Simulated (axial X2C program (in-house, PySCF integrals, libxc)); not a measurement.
**BrK⁺: from the state search to constants**

What are the state, bond length, wavenumber and bond energy of BrK⁺, and what does spin–orbit coupling change?

Method: all-electron X2C, Br dyall-cv3z, K dyall-cv3z; program: an in-house X2C program for linear molecules on PySCF integrals.

All values are calculated.

### Step 1. Set-up

File task.json:

```json
{"zs": [35, 19], "q": 1, "bas": ["dyall-cv3z", "dyall-cv3z"], "levels": ["PBE0", "HF", "TPSSh"], "cc": true, "r0": 3.1, "thr": -2.0, "nmax": 90, "npts": 10, "nst": 2, "ntry": 6}
```

Keys: zs atomic numbers; q charge; bas basis sets; levels methods (HF also brings MP2); cc coupled cluster on or off; r0 starting distance in Å; thr threshold in hartree for freezing inner shells (an s shell follows its p shell); nmax most natural virtual spinors; npts points asked for on the curve; nst determinants followed; ntry starts of the search.

On the command line:

```
$ python so2c.py task.json out
```

Spin-free means the one-electron spin-free X2C Hamiltonian; two-component (2c) means X2C with spin–orbit coupling and atomic mean-field two-electron Coulomb and Gaunt terms. Basis: Br dyall-cv3z contracted to [8s9p6d4f1g], K dyall-cv3z contracted to [11s12p6d3f]; Gaussian nuclei, density fitting. Masses: Br 78.918 u, K 38.964 u.

Notation: σ, π±, δ± give the projection m of an orbital's angular momentum (0, ±1, ±2), α and β its spin, Λ and M_S the sums; ω is the projection of a spinor's total angular momentum and Ω the sum. Logs are in hartree.

The results follow Hamiltonian by Hamiltonian and level by level.

### Step 2. Which state to follow

PBE0 moves the distance from 3.100 Å to 3.395 Å and compares determinants there.

Spin-free determinants:

```csv
ΔE (eV),state,open shells
0.00,"M_S = 1/2, Λ = 1","beyond closed shells: π+α, π+β, π-α"
0.25,"M_S = 1/2, Λ = 0",beyond closed shells: σα
7.53,"M_S = 3/2, Λ = 0","beyond closed shells: σα, π+α, π-α"
7.66,"M_S = 1/2, Λ = 0","beyond closed shells: σβ, π+α, π-α"
7.71,"M_S = 3/2, Λ = 1","beyond closed shells: 2 × σα, π+α, π+β, π-α"
```

Two-component determinants:

```tsv
ΔE (eV)	state	open shells
0.00	Ω = 3/2	excess of +ω over −ω: ω = 3/2
0.20	Ω = 1/2	excess of +ω over −ω: ω = 1/2
7.66	Ω = 5/2	excess of +ω over −ω: 2 × ω = 1/2, ω = 3/2
7.74	Ω = 1/2	excess of +ω over −ω: 2 × ω = -1/2, ω = 3/2
```

### Step 3. PBE0, spin-free

State followed: M_S = 1/2, Λ = 1 (beyond closed shells: π+α, π+β, π-α). The scan is laid around 3.395 Å, a first estimate of the minimum, and this SCF restarts from the orbitals of the search.

Output at 3.395 Å:

```text
spin-free X2C-1e  PBE0
basis functions 200  fitting functions 942  grid points 5808
iter        total energy     max residual
   1      -3207.922766204     1.12e-05
   2      -3207.922766205     8.28e-06
converged
one-electron -4647.90553747  Coulomb 1462.33334878  exact exchange -30.97097857  xc functional -95.03286706  nuclear repulsion 103.65326812
```

Along the bond, energies from the lowest point:

```tsv
R (Å)	E (eV)	μ (D)	HOMO (eV)	LUMO (eV)	iterations
2.954	0.1109	7.93	-13.47	-10.85	9
3.090	0.0402	8.41	-13.30	-10.69	7
3.191	0.0135	8.78	-13.18	-10.56	7
3.293	0.0015	9.16	-13.06	-10.45	7
3.395	0.0000	9.54	-12.95	-10.33	2
3.514	0.0065	9.98	-12.82	-10.20	7
3.633	0.0185	10.43	-12.70	-10.08	7
3.785	0.0378	11.01	-12.54	-9.93	7
3.972	0.0632	11.71	-12.37	-9.75	7
4.244	0.0972	12.73	-12.13	-9.52	7
```

Dipoles are positive if K is the positive end and refer to the centre of mass.

Outer orbitals at the reference distance:

| symmetry | occupied | ε (eV) | atomic character |
| --- | --- | --- | --- |
| σα | yes | -27.27 | 91% Br s, 5% K p, 2% K d |
| σβ | yes | -26.45 | 92% K p, 7% Br s |
| π+β | yes | -26.43 | 100% K p |
| π-β | yes | -26.43 | 100% K p |
| π-α | yes | -26.43 | 100% K p |
| π+α | yes | -26.43 | 100% K p |
| σα | yes | -26.38 | 97% K p, 3% Br s |
| σβ | yes | -25.90 | 87% Br s, 10% K p, 2% K d |
| π+α | yes | -14.07 | 98% Br p |
| π-α | yes | -14.07 | 98% Br p |
| σα | yes | -13.65 | 95% Br p, 2% K p |
| σβ | yes | -13.26 | 95% Br p, 2% K p |
| π+β | yes | -12.95 | 98% Br p |
| π-β | no | -10.33 | 98% Br p |
| σα | no | -5.27 | 95% K s |
| σβ | no | -5.25 | 95% K s |
| π-α | no | -3.36 | 95% K p, 2% K d |

PBE0 fields in the half plane through the axis: z from -2.4 to 5.7 Å across, distance from the axis 0.15 to 2.25 Å upwards; Br lies at z = 0 and K at z = 3.395 Å; the ELF is damped to zero where the density is low.

log10 density (e/bohr³). Ten even steps from ' ' (-6.39 ) to '@' (1.44 ):
```
..::::--------======----------::::::::::::::::::....    
::::----==================--------------------::::....  
::----======++++++++++========----============----::....
----====++++++++**++++++++========++++++++++====----::..
----==++++++************++++====++++********++++==--::::
--====++++****######******++++++++**######****++====--::
--==++++****####%%####****++++++**##########****++==--::
--==++++****##@@@@@@####**++++++**####@@%%####**++==--::
```

ELF. Ten even steps from ' ' (0.00 ) to '@' (0.88 ):
```
                                                        
          ....::::::::....                              
      ..::--==++++++==--::..          ....              
    ..::==**##########**++::      ..--====--::          
    ::++##%%@@@@%%%%%%%%##==    ..++##%%%%##++::        
  ..==##%%@@@@##++**@@@@%%**    --%%@@@@@@@@%%++..      
  ::++%%@@@@**::==::++@@@@##    **@@@@++##@@@@##--      
  ::**%%@@@@::%%::%%::@@@@##    ##@@::@@**%%@@##==..    
```

Re = 3.363 Å, ωe = 88.0 cm⁻¹, ωexe = 1.22 cm⁻¹, Be = 0.05714 cm⁻¹, De = 0.185 eV, μ = 9.42 D.

### Step 4. HF, spin-free

The SCF at the reference distance of 3.395 Å:

```text
spin-free X2C-1e  HF
basis functions 200  fitting functions 942  grid points 5808
iter        total energy     max residual
   1      -3205.802834856     2.35e-01
   2      -3205.821063279     7.26e-03
   3      -3205.821319245     3.08e-03
   4      -3205.821347377     1.33e-03
   5      -3205.821350472     1.67e-04
   6      -3205.821350709     6.22e-05
   7      -3205.821350729     1.21e-05
   8      -3205.821350730     2.26e-06
converged
one-electron -4647.77358503  Coulomb 1462.25650718  exact exchange -123.95754100  xc functional 0.00000000  nuclear repulsion 103.65326812
```

Re = 3.512 Å, ωe = 74.6 cm⁻¹, ωexe = 1.26 cm⁻¹, Be = 0.0524 cm⁻¹, De = 0.056 eV, μ = 10.14 D.

### Step 5. TPSSh, spin-free

Output at 3.395 Å:

```text
spin-free X2C-1e  TPSSh
basis functions 200  fitting functions 942  grid points 5808
iter        total energy     max residual
   1      -3208.310541503     4.55e-02
   2      -3208.311062532     6.85e-03
   3      -3208.311178272     5.83e-03
   4      -3208.311199820     6.82e-04
   5      -3208.311200253     1.16e-04
   6      -3208.311200311     5.17e-05
   7      -3208.311200314     9.42e-06
converged
one-electron -4647.56356764  Coulomb 1461.97084790  exact exchange -12.38606443  xc functional -113.98568426  nuclear repulsion 103.65326812
```

Re = 3.390 Å, ωe = 83.7 cm⁻¹, ωexe = 1.25 cm⁻¹, Be = 0.05624 cm⁻¹, De = 0.125 eV, μ = 9.50 D.

### Step 6. MP2 and beyond, spin-free

Correlated methods: 15 electrons correlated (frozen shells, counted by type: Br 3 s, 2 p, 1 d; K 2 s, 1 p), 253 virtual spinors in MP2, 90 natural virtuals in coupled cluster.

Output of the correlated part at 3.395 Å:

```text
correlated 15  virtual 253  natural virtual 90  E(MP2) -0.368100127  MP2 remainder -0.016491755
iter   CCSD correlation   residual
   1     -0.383042861   8.55e-02
   2     -0.390524272   2.33e-02
   3     -0.390645747   4.19e-03
   4     -0.390639358   8.98e-04
   5     -0.390635406   3.10e-04
   6     -0.390635595   9.82e-05
   7     -0.390636047   2.76e-05
   8     -0.390636028   7.79e-06
(T) -0.010582253  T1 0.0042  D1 0.0118  max T2 0.047
```

T1 in the output is the amplitude norm over the root of the electron number; divide by √2 for the Lee–Taylor value.

MP2: Re = 3.359 Å, ωe = 89.7 cm⁻¹, Be = 0.05729 cm⁻¹, De = 0.230 eV.

CCSD: Re = 3.385 Å, ωe = 87.0 cm⁻¹, ωexe = 1.29 cm⁻¹, Be = 0.0564 cm⁻¹, De = 0.227 eV. T1 at Re = 0.003 (Lee–Taylor, the printed value over √2).

CCSD(T): Re = 3.373 Å, ωe = 88.4 cm⁻¹, ωexe = 1.29 cm⁻¹, Be = 0.0568 cm⁻¹, De = 0.217 eV. T1 at Re = 0.003 (Lee–Taylor, the printed value over √2).

### Step 7. A higher determinant, spin-free

State: M_S = 1/2, Λ = 0 (beyond closed shells: σα).

Output at the reference distance:

```text
spin-free X2C-1e  PBE0
basis functions 200  fitting functions 942  grid points 5808
iter        total energy     max residual
   1      -3207.913652219     6.11e-05
   2      -3207.913652227     6.35e-05
   3      -3207.913652249     3.40e-06
   4      -3207.913652249     2.66e-06
converged
one-electron -4647.77123726  Coulomb 1462.22237404  exact exchange -30.97509184  xc functional -95.04296531  nuclear repulsion 103.65326812
```

```tsv
R (Å)	E above the lowest PBE0 point (eV)
2.954	0.365
3.090	0.307
3.191	0.279
3.293	0.260
3.395	0.248
3.514	0.239
3.633	0.233
3.785	0.229
3.972	0.227
```

No constants are quoted: the lowest point is the long end of the scan.

### Step 8. The spin-free curves together

Energy (eV) of the followed determinant, spin-free, from each level's lowest point:

```tsv
R (Å)	PBE0	HF	MP2	CCSD	CCSD(T)	TPSSh
2.954	0.111	0.189	0.114	n/a	n/a	0.119
3.090	0.040	0.088	0.041	0.049	0.045	0.046
3.191	0.013	0.043	0.013	0.018	0.016	0.017
3.293	0.002	0.017	0.001	0.003	0.003	0.003
3.395	0.000	0.004	0.000	0.000	0.000	0.000
3.514	0.006	0.000	0.007	0.005	0.006	0.004
3.633	0.018	0.003	0.019	0.016	0.018	0.014
3.785	0.038	0.014	0.039	0.034	0.036	0.031
3.972	0.063	0.031	0.065	n/a	n/a	0.054
4.244	0.097	0.056	0.098	n/a	n/a	0.086
```

### Step 9. PBE0, 2c

State followed: Ω = 3/2 (excess of +ω over −ω: ω = 3/2). The scan is laid around 3.395 Å, a first estimate of the minimum, and this SCF restarts from the orbitals of the search.

The SCF at the reference distance of 3.395 Å:

```text
two-component X2C + atomic mean field  PBE0
basis functions 200  fitting functions 942  grid points 5808
iter        total energy     max residual
   1      -3206.913123671     4.74e-05
   2      -3206.913123672     5.05e-06
converged
one-electron -4645.32625714  Coulomb 1461.82507704  exact exchange -30.95983642  xc functional -94.99877875  nuclear repulsion 103.65326812  atomic mean-field constant -1.10659653
```

Along the bond, energies from the lowest point:

```tsv
R (Å)	E (eV)	μ (D)	HOMO (eV)	LUMO (eV)	iterations
2.954	0.1116	7.93	-13.53	-10.68	9
3.090	0.0405	8.41	-13.36	-10.52	7
3.191	0.0137	8.78	-13.24	-10.39	7
3.293	0.0016	9.15	-13.12	-10.28	7
3.395	0.0000	9.53	-13.01	-10.16	2
3.514	0.0065	9.98	-12.87	-10.03	7
3.633	0.0185	10.43	-12.75	-9.91	7
3.785	0.0379	11.00	-12.59	-9.76	7
3.972	0.0634	11.71	-12.41	-9.59	7
4.244	0.0977	12.72	-12.18	-9.35	7
```

Dipoles are positive if K is the positive end and refer to the centre of mass.

Outer spinors at the reference distance:

```
   ω  occupied  ε (eV)           atomic character     λ mixture
 1/2       yes  -27.24   91% Br s, 6% K p, 2% K d        100% σ
-1/2       yes  -26.59                    98% K p  64% π, 36% σ
 1/2       yes  -26.57                    99% K p  75% π, 25% σ
-1/2       yes  -26.35           93% K p, 6% Br s  65% σ, 35% π
 3/2       yes  -26.33                   100% K p        100% π
-3/2       yes  -26.33                   100% K p        100% π
 1/2       yes  -26.30                    98% K p  75% σ, 25% π
-1/2       yes  -25.89  86% Br s, 11% K p, 2% K d        100% σ
-1/2       yes  -14.27                   98% Br p   95% π, 5% σ
 3/2       yes  -13.88                   98% Br p        100% π
 1/2       yes  -13.71                   95% Br p  87% σ, 13% π
-1/2       yes  -13.19           95% Br p, 2% K p   95% σ, 5% π
 1/2       yes  -13.01                   98% Br p  87% π, 13% σ
-3/2        no  -10.16                   97% Br p        100% π
 1/2        no   -5.27                    95% K s        100% σ
-1/2        no   -5.24                    95% K s        100% σ
-1/2        no   -3.37            95% K p, 2% K d        100% π
```

PBE0 fields in the half plane through the axis: z from -2.4 to 5.7 Å across, distance from the axis 0.15 to 2.25 Å upwards; Br lies at z = 0 and K at z = 3.395 Å; the ELF is damped to zero where the density is low.

log10 density (e/bohr³). Ten even steps from ' ' (-6.38 ) to '@' (1.44 ):
```
..::::--------======----------::::::::::::::::::....    
::::------================--------------------::::....  
::----======++++++++++========----============----::....
----====++++++++**++++++++========++++++++++====----::..
----==++++++************++++====++++********++++==--::::
--====++++****######******++++++++**######****++====--::
--==++++****####%%####****++++++**##########****++==--::
--==++++****##@@@@@@####**++++++**####@@%%####**++==--::
```

ELF. Ten even steps from ' ' (0.00 ) to '@' (0.88 ):
```
                                                        
          ....::::::::....                              
      ..::--==++++++==--::..          ....              
    ..::==**##########**++::      ..--====--::          
    ::++##%%@@@@%%%%%%%%##==    ..++##%%%%##++::        
  ..==##%%@@@@##++**@@@@%%**    --%%@@@@@@@@%%++..      
  ::++%%@@@@**::==::++@@@@##    **@@@@++##@@@@##--      
  ::**%%@@@@::%%::%%::@@@@##    ##@@::@@**%%@@##==..    
```

Re = 3.364 Å, ωe = 88.1 cm⁻¹, ωexe = 1.21 cm⁻¹, Be = 0.05711 cm⁻¹, De = 0.239 eV, μ = 9.41 D.

### Step 10. HF, 2c

Output at 3.395 Å:

```text
two-component X2C + atomic mean field  HF
basis functions 200  fitting functions 942  grid points 5808
iter        total energy     max residual
   1      -3204.793854188     2.40e-01
   2      -3204.812061315     7.25e-03
   3      -3204.812316658     3.07e-03
   4      -3204.812344638     1.33e-03
   5      -3204.812347703     1.55e-04
   6      -3204.812347931     6.05e-05
   7      -3204.812347950     1.17e-05
   8      -3204.812347952     2.19e-06
converged
one-electron -4645.19445870  Coulomb 1461.74836398  exact exchange -123.91292481  xc functional 0.00000000  nuclear repulsion 103.65326812  atomic mean-field constant -1.10659653
```

Re = 3.512 Å, ωe = 74.7 cm⁻¹, ωexe = 1.25 cm⁻¹, Be = 0.05239 cm⁻¹, De = 0.045 eV, μ = 10.14 D.

### Step 11. TPSSh, 2c

Output at 3.395 Å:

```text
two-component X2C + atomic mean field  TPSSh
basis functions 200  fitting functions 942  grid points 5808
iter        total energy     max residual
   1      -3207.300613393     4.56e-02
   2      -3207.301136728     6.86e-03
   3      -3207.301252358     5.84e-03
   4      -3207.301274059     6.80e-04
   5      -3207.301274490     1.16e-04
   6      -3207.301274549     5.16e-05
   7      -3207.301274551     7.79e-06
converged
one-electron -4644.98467498  Coulomb 1461.46301669  exact exchange -12.38161353  xc functional -113.94467432  nuclear repulsion 103.65326812  atomic mean-field constant -1.10659653
```

Re = 3.390 Å, ωe = 83.8 cm⁻¹, ωexe = 1.25 cm⁻¹, Be = 0.05622 cm⁻¹, De = 0.228 eV, μ = 9.50 D.

### Step 12. MP2 and beyond, 2c

Correlated methods: 15 electrons correlated (frozen shells, counted by type: Br 3 s, 2 p, 1 d; K 2 s, 1 p), 253 virtual spinors in MP2, 90 natural virtuals in coupled cluster.

Output of the correlated part at 3.395 Å:

```text
correlated 15  virtual 253  natural virtual 90  E(MP2) -0.368033741  MP2 remainder -0.016479637
iter   CCSD correlation   residual
   1     -0.382975336   8.54e-02
   2     -0.390441420   2.31e-02
   3     -0.390561351   4.12e-03
   4     -0.390554990   8.70e-04
   5     -0.390551049   2.96e-04
   6     -0.390551177   9.34e-05
   7     -0.390551612   2.63e-05
   8     -0.390551600   7.30e-06
(T) -0.010571433  T1 0.0042  D1 0.0116  max T2 0.046
```

MP2: Re = 3.359 Å, ωe = 89.8 cm⁻¹, Be = 0.05726 cm⁻¹, De = 0.236 eV.

CCSD: Re = 3.386 Å, ωe = 87.1 cm⁻¹, ωexe = 1.28 cm⁻¹, Be = 0.05638 cm⁻¹, De = 0.230 eV. T1 at Re = 0.003 (Lee–Taylor, the printed value over √2).

CCSD(T): Re = 3.374 Å, ωe = 88.6 cm⁻¹, ωexe = 1.28 cm⁻¹, Be = 0.05678 cm⁻¹, De = 0.222 eV. T1 at Re = 0.003 (Lee–Taylor, the printed value over √2).

### Step 13. A higher determinant, 2c

State: Ω = 1/2 (excess of +ω over −ω: ω = 1/2).

Output at the reference distance:

```text
two-component X2C + atomic mean field  PBE0
basis functions 200  fitting functions 942  grid points 5808
iter        total energy     max residual
   1      -3206.905741346     2.12e-05
   2      -3206.905741350     1.48e-05
converged
one-electron -4645.25277542  Coulomb 1461.75351867  exact exchange -30.95921600  xc functional -94.99394018  nuclear repulsion 103.65326812  atomic mean-field constant -1.10659653
```

```tsv
R (Å)	E above the lowest PBE0 point (eV)
2.954	0.313
3.090	0.246
3.191	0.219
3.293	0.205
3.395	0.201
3.514	0.203
3.633	0.210
3.785	0.221
3.972	0.236
```

Re = 3.413 Å, ωe = 74.1 cm⁻¹, ωexe = 1.73 cm⁻¹, Be = 0.05549 cm⁻¹, μ = 9.68 D. Te = 0.20 eV.

### Step 14. The 2c curves together

Energy (eV) of the followed determinant, 2c, from each level's lowest point:

```tsv
R (Å)	PBE0	HF	MP2	CCSD	CCSD(T)	TPSSh
2.954	0.112	0.190	0.115	n/a	n/a	0.120
3.090	0.041	0.088	0.041	0.049	0.046	0.046
3.191	0.014	0.044	0.013	0.018	0.016	0.018
3.293	0.002	0.018	0.001	0.004	0.003	0.003
3.395	0.000	0.004	0.000	0.000	0.000	0.000
3.514	0.006	0.000	0.007	0.005	0.006	0.004
3.633	0.019	0.003	0.019	0.016	0.018	0.014
3.785	0.038	0.014	0.039	0.034	0.037	0.031
3.972	0.063	0.031	0.065	n/a	n/a	0.055
4.244	0.098	0.057	0.099	n/a	n/a	0.087
```

Time for the job: 2.4 min (1 thread of Arm Neoverse V1, shared host); peak memory 0.98 GiB.

### Step 15. What came out

Lowest determinant that the search found at its distance, spin-free: M_S = 1/2, Λ = 1 (beyond closed shells: π+α, π+β, π-α).

Lowest determinant that the search found at its distance, 2c: Ω = 3/2 (excess of +ω over −ω: ω = 3/2).

| Hamiltonian | level | Re (Å) | ωe (cm⁻¹) | De (eV) | μ (D) |
| --- | --- | --- | --- | --- | --- |
| spin-free | PBE0 | 3.363 | 88.0 | 0.185 | 9.42 |
| spin-free | HF | 3.512 | 74.6 | 0.056 | 10.14 |
| spin-free | MP2 | 3.359 | 89.7 | 0.230 | n/a |
| spin-free | CCSD | 3.385 | 87.0 | 0.227 | n/a |
| spin-free | CCSD(T) | 3.373 | 88.4 | 0.217 | n/a |
| spin-free | TPSSh | 3.390 | 83.7 | 0.125 | 9.50 |
| 2c | PBE0 | 3.364 | 88.1 | 0.239 | 9.41 |
| 2c | HF | 3.512 | 74.7 | 0.045 | 10.14 |
| 2c | MP2 | 3.359 | 89.8 | 0.236 | n/a |
| 2c | CCSD | 3.386 | 87.1 | 0.230 | n/a |
| 2c | CCSD(T) | 3.374 | 88.6 | 0.222 | n/a |
| 2c | TPSSh | 3.390 | 83.8 | 0.228 | 9.50 |

Dipoles are positive if K is the positive end and refer to the centre of mass.

Time per point (s) on 1 thread of Arm Neoverse V1, shared host (2c runs; CCSD comes with the CCSD(T) run); the times are rough: PBE0 0.51, HF 0.39, MP2 0.71, CCSD(T) 5.1, TPSSh 0.83.

What this shows: At CCSD(T), going from spin-free to two-component changes Re by +1 mÅ, ωe by +0.1 %, which is small (part of it comes from the scalar share of the two-electron terms). De moves by 0.00 eV; both De rest on single-determinant atoms, which can miss part of an open shell's spin–orbit lowering.

De refers to Br + K+, each in the lowest determinant found, which need not be this curve's own limit. Each curve is one determinant whose occupation by symmetry is held fixed; it was picked as the lowest of a PBE0 search that is not exhaustive. Dissociation energies refer to the lowest single-determinant-based atoms at the same level and basis. Density functionals use the spin component along the axis (collinear). Coupled cluster ran in a truncated set of natural virtual spinors; the MP2 energy of the rest was added. The meta-GGAs lack a current-density term, which matters for open shells with orbital currents, atoms included.
